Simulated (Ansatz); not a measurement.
# BrGeH5S: the cost of one run

All numbers below are computed with Ansatz 0.2.0 (RKS PBE-D4/def2-SVP).

## 1. The system as given

Bond lengths: Ge1–Br2 2.809 Å, Ge1–H3 1.502 Å, Ge1–H4 1.506 Å, Ge1–H5 1.537 Å, Ge1–S7 2.628 Å, S7–H8 1.331 Å. Angles: Br2–Ge1–H3 81.4°, Br2–Ge1–H4 80.7°, Br2–Ge1–H5 165.9°, Br2–Ge1–S7 78.2°, H3–Ge1–H4 122.5°, H3–Ge1–H5 105.7°, H3–Ge1–S7 113.8°, H4–Ge1–H5 104.6°, H4–Ge1–S7 115.1°, H5–Ge1–S7 87.7°, Ge1–S7–H8 92.1°.

As a file:

```xyz
8

Ge   -0.3679   -0.0013   -0.9363
Br    1.9870    1.1525    0.0717
H     0.6062   -0.5887   -1.9165
H    -0.7742    1.4482   -0.9686
H    -1.6794   -0.7766   -1.1394
H     1.3001   -0.1465    1.4132
S    -0.2324   -1.0677    1.4615
H    -0.8394   -0.0199    2.0144
```

## 2. A restrained relaxation towards end A

Springs on the bonds that form and break draw the guess towards this end; the thresholds are loose.

The input, input.yaml:

```yaml
crystal:
  periodic: [false, false, false]
  atoms:
    - { symbol: Ge, position_ang: [-0.3679, -0.0013, -0.9363] }
    - { symbol: Br, position_ang: [1.987, 1.1525, 0.0717] }
    - { symbol: H, position_ang: [0.6062, -0.5887, -1.9165] }
    - { symbol: H, position_ang: [-0.7742, 1.4482, -0.9686] }
    - { symbol: H, position_ang: [-1.6794, -0.7766, -1.1394] }
    - { symbol: H, position_ang: [1.3001, -0.1465, 1.4132] }
    - { symbol: S, position_ang: [-0.2324, -1.0677, 1.4615] }
    - { symbol: H, position_ang: [-0.8394, -0.0199, 2.0144] }
basis:
  gaussian: { orbitals: def2-SVP }
hamiltonian:
  xc: pbe
  dispersion: d4
relax:
  f_tol: 0.15
  max_steps: 25
  restrain:
    - { distance: [0, 6], at: 3.55, k: 30.0 }
    - { distance: [5, 1], at: 2.81, k: 30.0 }
    - { distance: [0, 1], at: 2.4, k: 30.0 }
    - { distance: [5, 6], at: 1.36, k: 30.0 }
```

Launch:

```bash
ansatz run input.yaml --threads 2 --pin off --max-ram 3072MiB --backend cpu --events-out ev --progress --plain --runs-dir out
```

Q: Estimate wall time and peak memory on 2 threads of Arm Neoverse V1, shared host.

About 34 s, with a peak of 0.15 GiB.
